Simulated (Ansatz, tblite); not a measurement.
**Sn(SiH3)H3 (SiSnH6): a ladder of methods and basis sets**

The task here is to estimate one member of a computed series from the others.

Method: as each input shows; program: Ansatz 0.2.0, Gaussian basis.

The runs, in order: GFN1-xTB, GFN2-xTB, PBE-D4/def2-TZVP, r2SCAN-D4/def2-TZVP, B2PLYP/def2-TZVP, r2SCAN0-D4/def2-TZVP, LC-ωPBE/def2-TZVP, B97M-V/def2-TZVP, HSE06-D4/def2-TZVP, ωB97M-V/def2-TZVP, LDA/def2-TZVP, PBE-D4/def2-SVP, PBE0-D4/def2-SVP, PBE0-D4/def2-TZVPD, PBE-D4/def2-TZVPD, r2SCAN-D4/def2-TZVPD, CCSD(T)/def2-TZVPP, MP2/def2-TZVP, RPA/def2-TZVP, CCSD(T)/def2-TZVPD.

1 further run of the same task is left out (set aside as unsound or not needed).

### The geometry

The singlet was relaxed beforehand with PBE-D4/def2-TZVP.

8 atoms, charge 0, spin multiplicity 1.

Bond lengths: Sn1–Si2 2.575 Å, Sn1–H6 1.721 Å, Sn1–H7 1.721 Å, Sn1–H8 1.721 Å, Si2–H3 1.496 Å, Si2–H4 1.496 Å, Si2–H5 1.496 Å. Angles: Si2–Sn1–H6 110.9°, Si2–Sn1–H7 110.9°, Si2–Sn1–H8 110.9°, H6–Sn1–H7 108.0°, H6–Sn1–H8 108.0°, H7–Sn1–H8 108.0°, Sn1–Si2–H3 110.2°, Sn1–Si2–H4 110.2°, Sn1–Si2–H5 110.2°, H3–Si2–H4 108.7°, H3–Si2–H5 108.7°, H4–Si2–H5 108.7°.

Sn takes a core potential in the def2 sets. No spin-orbit coupling is included.

PBE0-D4/def2-TZVP was run before; its log isn't repeated, and its numbers join the tables.

Set-up of the first run:

Tight binding, by tblite at 300 K electronic temperature and without a spin-polarisation term:

```python
tblite.interface.Calculator('GFN1-xTB', numbers, positions, charge=0, uhf=0).singlepoint()
```

Tight binding, by tblite at 300 K electronic temperature and without a spin-polarisation term:

```python
tblite.interface.Calculator('GFN2-xTB', numbers, positions, charge=0, uhf=0).singlepoint()
```

start.molden holds the orbitals of an earlier run on this state, given as this run's starting guess.

in.yaml

```yaml
crystal:
  periodic: [false, false, false]
  atoms:
    - {symbol: Sn, position_ang: [-0.003357, 0.007971, -1.250934]}
    - {symbol: Si, position_ang: [0.003543, -0.008427, 1.323572]}
    - {symbol: H, position_ang: [0.802810, 1.143263, 1.845202]}
    - {symbol: H, position_ang: [0.606244, -1.280154, 1.830305]}
    - {symbol: H, position_ang: [-1.394249, 0.101744, 1.844488]}
    - {symbol: H, position_ang: [1.602220, -0.022632, -1.868745]}
    - {symbol: H, position_ang: [-0.778701, 1.421006, -1.853169]}
    - {symbol: H, position_ang: [-0.838511, -1.362761, -1.870708]}
basis:
  gaussian: {orbitals: def2-TZVP, initial_orbitals: start.molden}
hamiltonian: {xc: pbe, dispersion: d4}
scf: {omitted_lower_state_checks: [starts]}
output: {orbitals: {seedname: orbitals}}
```

The run is started by

```bash
$ ansatz run in.yaml --threads 4 --pin off --events-out ev --progress --plain --max-ram 3916MiB
```

Steps of the session up to this table: PBE-D4/def2-TZVP; r2SCAN-D4/def2-TZVP; B2PLYP/def2-TZVP; r2SCAN0-D4/def2-TZVP; LC-ωPBE/def2-TZVP; B97M-V/def2-TZVP; HSE06-D4/def2-TZVP; ωB97M-V/def2-TZVP; LDA/def2-TZVP; PBE-D4/def2-SVP; PBE0-D4/def2-SVP; PBE0-D4/def2-TZVPD; PBE-D4/def2-TZVPD; r2SCAN-D4/def2-TZVPD; CCSD(T)/def2-TZVPP; MP2/def2-TZVP; RPA/def2-TZVP; CCSD(T)/def2-TZVPD.

One table of the session follows, with a row left open; its other results are not shown here.

```
               level  HOMO (eV)  gap (eV)
       LDA/def2-TZVP      -7.05      5.89
     PBE-D4/def2-SVP      -6.94      6.33
    PBE-D4/def2-TZVP      -6.96      6.00
   PBE-D4/def2-TZVPD      -6.97      5.86
 r2SCAN-D4/def2-TZVP      -7.21      6.64
r2SCAN-D4/def2-TZVPD          ?         ?
    B97M-V/def2-TZVP      -7.33      6.53
    PBE0-D4/def2-SVP      -8.01      8.28
   PBE0-D4/def2-TZVP      -8.00      7.86
  PBE0-D4/def2-TZVPD      -8.01      7.65
r2SCAN0-D4/def2-TZVP      -8.16      8.27
  HSE06-D4/def2-TZVP      -7.61      7.11
   LC-ωPBE/def2-TZVP     -10.52     12.31
   ωB97M-V/def2-TZVP     -10.00     11.30
```

**Question.** Estimate the row for r2SCAN-D4/def2-TZVPD.

**Answer.** HOMO (eV): -7.21; gap (eV): 6.56.
